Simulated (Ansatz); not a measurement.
# One shape, several levels: InCl (SMILES [Cl][In])

We compute a comparison of 6 runs (HF/STO-3G, PBE0/STO-3G, UB3LYP/STO-3G, UPBE0/STO-3G, CCSDT(Q)/STO-3G, CCSDT/STO-3G) of InCl. 

The calculation is run with Ansatz 0.2.0.

34 further runs of the same task are left out: 5 that didn't finish, 29 set aside as unsound or not needed.

### Step 1. The system as given

InCl: 2 atoms, total charge 0, spin state singlet. As SMILES, `[Cl][In]`. The In2–Cl1 distance was set to 4.771 Å, away from the relaxed value.

### Step 2. The energy at HF/STO-3G (run 1)

Contents of job.yaml:

```yaml
basis:
  gaussian:
    orbitals: STO-3G
crystal:
  periodic: [false, false, false]
  atoms:
    - {symbol: Cl, position_ang: [0.000000, 0.000000, -2.385640]}
    - {symbol: In, position_ang: [0.000000, 0.000000, 2.385660]}
hamiltonian:
  xc: hf
accuracy: high
```

Command:

```sh
$ ansatz run job.yaml --threads 1 --pin off --max-ram 2610MiB --events-out events.jsonl --progress --plain --runs-dir runs
```

Log:

```text
Warning: RAYON_NUM_THREADS=1 ignored (pool sized by the plan → 1); use --threads N
Functional definition: HF
  name "HF"
  exchange = exact_x
  correlation = 0
599 factors; integrals over basis functions are off by at most 4.1e-9 eV
mean field evaluation 1: about -167004.9598 eV, gradient 2.5e0 eV
mean field evaluation 2: about -167004.9748 eV, gradient 2.5e0 eV
mean field evaluation 4: about -167005.0670 eV, gradient 4.0e-1 eV
mean field evaluation 8: about -167005.0888 eV, gradient 1.7e-6 eV
mean field evaluation 16: about -167005.0620 eV, gradient 3.7e-1 eV
mean field evaluation 32: about -166985.5067 eV, gradient 4.5e0 eV
mean field -167005.08874728 eV, -6137.3238113476 hartree, gradient 1.7e-8 eV, S^2 0.000000; 0 other end points of the search recorded, 0 dependent functions left out
reference -167005.08874728 eV, -6137.3238113476 hartree; 33, 33 occupied and 3, 3 virtual orbitals, 599 factors
Total energy: -167005.08874728 eV, -6137.3238113476 hartree
```

It took 0.46 s on 1 thread of Arm Neoverse V2, shared host.

### Step 3. A single-point energy at PBE0/STO-3G (run 2)

Contents of in.yaml:

```yaml
crystal:
  periodic: [false, false, false]
  atoms:
    - symbol: Cl
      position_ang: [0.000000, 0.000000, -2.385640]
    - symbol: In
      position_ang: [0.000000, 0.000000, 2.385660]
basis:
  gaussian: {orbitals: STO-3G}
magnetization: {spin_polarized: false}
hamiltonian: {xc: pbe0}
accuracy: high
```

Command:

```sh
$ ansatz run in.yaml --threads 1 --pin off --max-ram 2610MiB --events-out events.jsonl --progress --plain --runs-dir runs
```

Log:

```text
Warning: RAYON_NUM_THREADS=1 ignored (pool sized by the plan → 1); use --threads N
Functional definition: PBE0
  name "PBE0"
  parameter a = 0.25
  parameter kappa = 0.804
  parameter beta = 0.06672455060314922
  exchange = (1 - a)*pbe_x(kappa = kappa, mu = beta*pi^2/3) + a*exact_x
  correlation = pbe_c(beta = beta)
599 factors; integrals over basis functions are off by at most 4.1e-9 eV
mean field evaluation 1: about -167062.8480 eV, gradient 2.8e0 eV
mean field evaluation 2: about -166817.4452 eV, gradient 2.4e1 eV
mean field evaluation 4: about -166817.6268 eV, gradient 2.6e1 eV
mean field evaluation 8: about -167063.9720 eV, gradient 8.8e-3 eV
mean field evaluation 16: about -167033.1025 eV, gradient 4.8e1 eV
mean field evaluation 32: about -167043.0841 eV, gradient 7.2e0 eV
mean field -167063.97197147 eV, -6139.4877299242 hartree, gradient 1.2e-8 eV, S^2 0.000000; 4 other end points of the search recorded, 0 dependent functions left out
reference -167063.97197298 eV, -6139.4877299797 hartree; 33, 33 occupied and 3, 3 virtual orbitals, 599 factors
Total energy: -167063.97197298 eV, -6139.4877299797 hartree
```

Run time: 1.9 s. Hardware: 1 thread of Arm Neoverse V2, shared host; peak memory 0.11 GiB.

Run 3 isn't shown in full; the table further down has it.

### Step 4. The energy at UPBE0/STO-3G (run 4)

Contents of run.yaml:

```yaml
crystal:
  periodic: [false, false, false]
  atoms:
    - {symbol: Cl, position_ang: [0.000000, 0.000000, -2.385640]}
    - {symbol: In, position_ang: [0.000000, 0.000000, 2.385660]}
basis:
  gaussian:
    orbitals: STO-3G
magnetization:
  spin_polarized: true
  initial_magnetization: 0
hamiltonian:
  xc: pbe0
accuracy: high
```

Command:

```sh
$ ansatz run run.yaml --threads 1 --pin off --max-ram 2610MiB --events-out events.jsonl --progress --plain --runs-dir runs
```

Log:

```text
Warning: RAYON_NUM_THREADS=1 ignored (pool sized by the plan → 1); use --threads N
[... 7 set-up lines as earlier in the session ...]
599 factors; integrals over basis functions are off by at most 4.1e-9 eV
mean field evaluation 1: about -167062.8480 eV, gradient 2.0e0 eV
mean field evaluation 2: about -166817.4452 eV, gradient 1.7e1 eV
mean field evaluation 4: about -166817.6267 eV, gradient 1.8e1 eV
mean field evaluation 8: about -167063.9719 eV, gradient 3.3e-2 eV
mean field evaluation 16: about -167064.2218 eV, gradient 1.3e-2 eV
mean field evaluation 32: about -167064.2142 eV, gradient 6.0e-2 eV
mean field -167064.22184166 eV, -6139.4969124844 hartree, gradient 3.0e-8 eV, S^2 0.438848; 2 other end points of the search recorded, 0 dependent functions left out
reference -167064.22184320 eV, -6139.4969125410 hartree; 33, 33 occupied and 3, 3 virtual orbitals, 599 factors
Total energy: -167064.22184320 eV, -6139.4969125410 hartree
```

Run time: 5.4 s. Hardware: 1 thread of Arm Neoverse V2, shared host; peak memory 0.18 GiB.

Run 5 isn't shown in full; the table further down has it.

### Step 5. A single-point energy at CCSDT/STO-3G (run 6)

Contents of run.yaml:

```yaml
basis:
  gaussian:
    orbitals: STO-3G
crystal:
  periodic: [false, false, false]
  atoms:
    - {symbol: Cl, position_ang: [0.000000, 0.000000, -2.385640]}
    - {symbol: In, position_ang: [0.000000, 0.000000, 2.385660]}
total_charge: 0
correlation:
  method: ccsdt
  frozen_orbitals: {Cl: 5, In: 18}
accuracy: high
scf:
  omitted_lower_state_checks: [cluster_reference, increment]
```

Command:

```sh
$ ansatz run run.yaml --threads 1 --pin off --max-ram 2610MiB --events-out events.jsonl --progress --plain --runs-dir runs
```

Log:

```text
Warning: RAYON_NUM_THREADS=1 ignored (pool sized by the plan → 1); use --threads N
[... 13 lines left out ...]
23 core orbitals not correlated: weight in the atoms' cores, before any rotation towards them, 1.000 or more for the frozen orbitals, at most 0.000 for the correlated occupied ones
[... 97 lines left out ...]
Total energy: -167006.14351710 eV, -6137.3625734236 hartree
Checks for a lower state left out: cluster_reference, increment
```

Run time: 1.1 s. Hardware: 1 thread of Arm Neoverse V2, shared host; peak memory 0.093 GiB.

### Step 6. The series

```
run            level  frozen core orbitals   energy (Eh)  wall time
  1        HF/STO-3G                     –  -6137.323811     0.46 s
  2      PBE0/STO-3G                     –  -6139.487730      1.9 s
  3    UB3LYP/STO-3G                     –  -6139.893759       18 s
  4     UPBE0/STO-3G                     –  -6139.496913      5.4 s
  5  CCSDT(Q)/STO-3G                    23  -6137.362576      1.4 s
  6     CCSDT/STO-3G                    23  -6137.362573      1.1 s
```

### Step 7. Outcome

| quantity | value |
| --- | --- |
| run 6: total energy | -6137.36257 Eh |
| run 6: correlation energy (23 core orbitals frozen) | -38.8 mEh |
| run 6: T1 diagnostic | 0.018 |

Below the HF energy at the same shape and in the same basis (STO-3G): CCSDT(Q) -38.8 mEh; CCSDT -38.8 mEh. Totals of different functionals can't be ranked against each other. In runs 5, 6 the log says that unrestricted orbitals would lower the reference, so the values rest on an unstable closed-shell determinant (other closed-shell runs at this shape may share the fault). In runs 1, 2, 3, 4, 5, 6 the basis is minimal, so the values are rough. In runs 1, 2, 3, 4, 5, 6 relativity is left out where basis or elements ask for it. Spin contamination of the reference: run 3 ⟨S²⟩ = 0.44, run 4 ⟨S²⟩ = 0.44. All runs together took 29 s, the longest 18 s.
